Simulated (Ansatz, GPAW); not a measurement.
# OsClF with GLLB-SC from a Python script

These are simulated results from GPAW 26.7.0, not measurements. The cell was built from a prototype and was relaxed with r2SCAN in plane waves (Ansatz 0.2.0). It may be hypothetical. It is a single sheet, repeated along a and b, with vacuum along c. All runs are without spin polarisation.

In-plane lattice: a = 3.475 Å, b = 3.475 Å, γ = 120.0°; thickness between the outer nuclei 2.08 Å. Around Os lie 3 F at 2.25 Å and 3 Cl at 2.27 Å; around F lie 3 Os at 2.25 Å; around Cl lie 3 Os at 2.27 Å.

GLLB-SC is a model potential. Its fundamental gap is the Kohn-Sham gap plus a derivative discontinuity, which the script evaluates at the band edges among the listed k points. Its total energy isn't variational and serves nothing here.

run.py reads:

```python
import json
from ase import Atoms
from gpaw import GPAW, PW, FermiDirac

atoms = Atoms(['Os', 'F', 'Cl'],
              cell=[[3.47528702, 0.0, 0.0], [-1.73764351, 3.00968684, 0.0], [0.0, 0.0, 29.01496985]],
              scaled_positions=[[0.0, 0.0, 0.31073669], [0.333333333, 0.666666667, 0.345820093], [0.666666667, 0.333333333, 0.273997346]],
              pbc=True)
calc = GPAW(mode=PW(400), xc='GLLBSC', kpts={'size': (6, 6, 1), 'gamma': True},
            occupations=FermiDirac(0.02), maxiter=100, legacy_gpaw=True, txt='gpaw.txt')
atoms.calc = calc
res = {'energy': atoms.get_potential_energy(force_consistent=True)}
res['electrons'] = calc.get_number_of_electrons()
res['k'] = calc.get_ibz_k_points().tolist()
res['levels'] = [calc.get_eigenvalues(kpt=i).tolist() for i in range(len(res['k']))]
points = [[0.0, 0.0, 0.0], [0.5, 0.0, 0.0], [0.333333, 0.333333, 0.0], [-0.083333, 0.161458, 0.0], [0.223958, 0.223958, 0.0], [0.2, 0.2, 0.0]]
bands = calc.fixed_density(kpts=points, symmetry='off', nbands=round(res['electrons']) // 2 + 6, convergence={'bands': -2}, txt='bands.txt')
res['points'] = [bands.get_eigenvalues(kpt=i).tolist() for i in range(len(points))]
homo, lumo = bands.get_homo_lumo()
potential = calc.hamiltonian.xc.response.calculate_discontinuity_potential(homo, lumo)
res['discontinuity'] = bands.hamiltonian.xc.response.calculate_discontinuity(potential)
json.dump(res, open('results.json', 'w'))
print('free energy (eV):', round(res['energy'], 5))
```

Command: `python run.py`. It took 100 s on 1 thread of Arm Neoverse V1, with other jobs on the host, peak memory 0.31 GiB.

The log gpaw.txt, trimmed of paths, versions and times, then the last line on the terminal. An iter line gives the energy in eV and the logarithms of the changes of orbitals (plane waves alone) and density (c: converged):

```
___ ___ ___ _ _ _
 |   |   |_  | | | |

 | | | | | . | | | |

 |__ |  _|___|_____|  26.7.0
 |___|_|

Input parameters:
  kpts: {gamma: True,
         size: (6, 6, 1)}
  maxiter: 100
  mode: {ecut: 400.0,
         name: pw}
  occupations: {fixmagmom: False,
                name: fermi-dirac,
                width: 0.02}
  xc: GLLBSC

System changes: positions, numbers, cell, pbc, initial_charges, initial_magmoms

Initialize ...

species:
  Os:
    name:    Osmium
    Z:       76.0
    valence: 14
    core:    62
    charge:  0.0  # [|e|]
    compensation charges:
      type: gauss
      rc: 0.39  # [Å]
      lmax: 2
    cutoffs:
      filter: 2.36  # [Å]
      core: 2.51  # [Å]
    projectors
    | kind |    occ | energy [eV] | rcut [Å] |

    |------|--------|-------------|----------|

    |   6s |  2.000 |      -9.651 |    1.349 |

    |   5p |  6.000 |     -53.784 |    1.397 |

    |   6p |  0.000 |      -3.924 |    1.397 |

    |   5d |  6.000 |      -9.553 |    1.244 |

    |    s |        |      17.561 |    1.349 |

    |    d |        |      17.658 |    1.244 |

    Using partial waves for Os as LCAO basis

  F:
    name:    Fluorine
    Z:       9.0
    valence: 7
    core:    2
    charge:  0.0  # [|e|]
    compensation charges:
      type: gauss
      rc: 0.20  # [Å]
      lmax: 2
    cutoffs:
      filter: 1.14  # [Å]
      core: 0.74  # [Å]
    projectors
    | kind |    occ | energy [eV] | rcut [Å] |

    |------|--------|-------------|----------|

    |   2s |  2.000 |     -36.122 |    0.635 |

    |   2p |  5.000 |     -16.598 |    0.635 |

    |    s |        |      -8.911 |    0.635 |

    |    p |        |      10.613 |    0.635 |

    |    d |        |       0.000 |    0.635 |

    Using partial waves for F as LCAO basis

  Cl:
    name:    Chlorine
    Z:       17.0
    valence: 7
    core:    10
    charge:  0.0  # [|e|]
    compensation charges:
      type: gauss
      rc: 0.25  # [Å]
      lmax: 2
    cutoffs:
      filter: 1.40  # [Å]
      core: 1.49  # [Å]
    projectors
    | kind |    occ | energy [eV] | rcut [Å] |

    |------|--------|-------------|----------|

    |   3s |  2.000 |     -24.525 |    0.794 |

    |   3p |  5.000 |     -12.463 |    0.794 |

    |    s |        |       2.686 |    0.794 |

    |    p |        |      14.748 |    0.794 |

    |    d |        |       0.000 |    0.794 |

    Using partial waves for Cl as LCAO basis

Reference energy: -484033.326434  # eV

Spin-paired calculation

Convergence criteria:
 Maximum [total energy] change in last 3 cyles: 0.0005 eV / valence electron
 Maximum integral of absolute [dens]ity change: 0.0001 electrons / valence electron
 Maximum integral of absolute [eigenst]ate change: 4e-08 eV^2 / valence electron
 Maximum number of scf [iter]ations: 100
 (Square brackets indicate name in SCF output, whereas a 'c' in
 the SCF output indicates the quantity has converged.)

Symmetries present (total): 2

  ( 1  0  0)  (-1  0  0)
  ( 0  1  0)  ( 1  1  0)
  ( 0  0  1)  ( 0  0  1)

36 k-points: 6 x 6 x 1 Monkhorst-Pack grid + [1/12,1/12,0.000000]
13 k-points in the irreducible part of the Brillouin zone
       k-points in crystal coordinates                weights
   0:     0.00000000    0.00000000    0.00000000          1/36
   1:     0.00000000    0.16666667    0.00000000          2/36
   2:     0.00000000    0.33333333    0.00000000          2/36
   3:     0.00000000    0.50000000    0.00000000          1/36
   4:     0.16666667    0.00000000    0.00000000          4/36
   5:     0.16666667    0.16666667    0.00000000          4/36
   6:     0.16666667    0.50000000    0.00000000          4/36
   7:     0.33333333   -0.16666667    0.00000000          2/36
   8:     0.33333333    0.00000000    0.00000000          4/36
   9:     0.33333333    0.33333333    0.00000000          2/36
          ...
  12:     0.50000000    0.50000000    0.00000000          2/36

Wave functions: Plane wave expansion
  Cutoff energy: 400.000 eV
  Number of coefficients (min, max): 5460, 5544
  Pulay-stress correction: 0.000000 eV/Ang^3 (de/decut=0.000000)
  Using FFTW library
  ScaLapack parameters: grid=1x1, blocksize=None
  Wavefunction extrapolation:
    Improved wavefunction reuse through dual PAW basis

Occupation numbers: Fermi-Dirac:
  width: 0.0200  # eV

Eigensolver
   Davidson(niter=2)

Densities:
  Coarse grid: 18*18*135 grid
  Fine grid: 36*36*270 grid
  Total Charge: 0.000000

Density mixing:
  Method: separate
  Backend: msr1
  Linear mixing parameter: 0.05
  old densities: 10
  Width of damping distribution: 1.1
  Damping of long wavelength oscillations: 20

Hamiltonian:
  XC and Coulomb potentials evaluated on a 36*36*270 grid
  Using the GLLBSC Exchange-Correlation functional
  External potential:
    NoExternalPotential

XC parameters: GLLBSC functional being used consists of
  -----------------------------------------------------------------------
  | Weight | Module     | Description                                   |

  -----------------------------------------------------------------------
  |  1.000 | SCREENING  | GGA_X_PBE_SOL with 2 nearest neighbor stencil |

  |  1.000 | RESPONSE   | eps=0.0500 eV                                 |

  |  1.000 | XC         | GGA_C_PBE_SOL with 2 nearest neighbor stencil |

  -----------------------------------------------------------------------

Memory estimate:
  Process memory now: 127.44 MiB
  Calculator: 70.83 MiB
    Density: 24.13 MiB
      Arrays: 8.68 MiB
      Localized functions: 8.78 MiB
      Mixer: 6.67 MiB
    Hamiltonian: 5.91 MiB
      Arrays: 5.67 MiB
      XC: 0.00 MiB
      Poisson: 0.00 MiB
      vbar: 0.24 MiB
    Wavefunctions: 40.79 MiB
      Arrays psit_nG: 21.99 MiB
      Eigensolver: 2.18 MiB
      Projections: 0.17 MiB
      Projectors: 13.67 MiB
      PW-descriptor: 2.77 MiB

Total number of cores used: 1

Number of atoms: 3
Number of atomic orbitals: 20
Number of bands in calculation: 20
Number of valence electrons: 28
Bands to converge: occupied

... initialized

Initializing position-dependent things.

Density initialized from atomic densities
Creating initial wave functions:
  20 bands from LCAO basis set
Positions:
   0 Os     0.000000    0.000000    9.016016    ( 0.0000,  0.0000,  0.0000)
   1 F     -0.000000    2.006458   10.033960    ( 0.0000,  0.0000,  0.0000)
   2 Cl     1.737644    1.003229    7.950025    ( 0.0000,  0.0000,  0.0000)

Unit cell:
           periodic     x           y           z      points  spacing
  1. axis:    yes    3.475287    0.000000    0.000000    18     0.1672
  2. axis:    yes   -1.737644    3.009687    0.000000    18     0.1672
  3. axis:    yes    0.000000    0.000000   29.014970   135     0.2149

  Lengths:   3.475287   3.475287  29.014970
  Angles:   90.000000  90.000000 120.000000

Effective grid spacing dv^(1/3) = 0.1907

iter:   1   -16.452397
iter:   2   -18.283723   -0.60  -1.18
iter:   3   -61.484867   +1.00  -1.14
iter:   4   -16.303106   +0.60  -1.06
iter:   5   -15.594656   -0.55  -1.23
iter:   6   -15.425689   -1.26  -1.44
iter:   7   -15.053519   -1.74  -1.57
iter:   8   -14.973622   -1.81  -1.65
iter:   9   -14.911716   -2.54  -1.80
iter:  10   -14.919066   -2.13  -1.79
iter:  11   -14.934398   -2.83  -2.08
iter:  12   -14.988849   -2.55  -2.16
iter:  13   -15.050572   -2.86  -2.73
iter:  14   -15.040229   -3.71  -2.91
iter:  15   -15.036585c  -4.25  -3.35
iter:  16   -15.031187c  -4.63  -3.65
iter:  17   -15.031370c  -4.95  -3.96
iter:  18   -15.031814c  -5.19  -4.59c
iter:  19   -15.032469c  -5.45  -4.67c
iter:  20   -15.032268c  -5.72  -4.75c
iter:  21   -15.032236c  -6.02  -5.29c
iter:  22   -15.032293c  -6.28  -5.31c
iter:  23   -15.032263c  -6.55  -5.60c
iter:  24   -15.032261c  -6.82  -5.83c
iter:  25   -15.032255c  -7.09  -6.06c
iter:  26   -15.032262c  -7.36  -5.98c
iter:  27   -15.032307c  -7.59c -6.24c

Converged after 27 iterations.

Energy contributions relative to reference atoms: (reference = -484033.326434)

Kinetic:        +58.305237
Potential:      -51.429693
External:        +0.000000
XC:             -21.725815
Entropy (-ST):   -0.000000
Local:           -0.182035
SIC:             +0.000000
--------------------------
Free energy:    -15.032307
Extrapolated:   -15.032307

GLLBSC response reference energy: -4.71322 eV (from HOMO)

Showing only first 2 kpts
 Kpt  Band  Eigenvalues  Occupancy
  0    12     -5.88717    2.00000
  0    13     -4.76469    2.00000
  0    14     -1.56165    0.00000
  0    15     -1.56028    0.00000

  1    12     -5.56921    2.00000
  1    13     -4.71319    2.00000
  1    14     -2.16114    0.00000
  1    15     -1.65872    0.00000

Fermi level: -3.12810

Gap: 2.062 eV
Transition (v -> c):
  (s=0, k=1, n=13, [0.00, 0.17, 0.00]) -> (s=0, k=6, n=14, [0.17, 0.50, 0.00])
Direct/indirect transitions are different
Direct gap: 2.336 eV
Transition at: (s=0, k=3, n=13, [0.00, 0.50, 0.00])

free energy (eV): -15.03231
```

The gap in the log is over the mesh alone; results.json adds the listed points. GLLB-SC gives a gap of 2.80 eV (2.042 eV Kohn-Sham over the listed points plus 0.756 eV discontinuity). On the same cell, plane-wave PBE (Ansatz, 12×12×1 k points and the special points) gives a gap of 1.38 eV and r2SCAN a gap of 1.84 eV; on shared hosts these took about 17 and 41 core-seconds on the 3-atom cell, against 100 for the script. Spin-orbit coupling, left out in all these runs, can cut or reorder the gap by tenths of an eV, up to about 1 eV with Pb or Bi.

Spin-orbit coupling is left out, which matters wherever the heavy atoms make up the band edges.
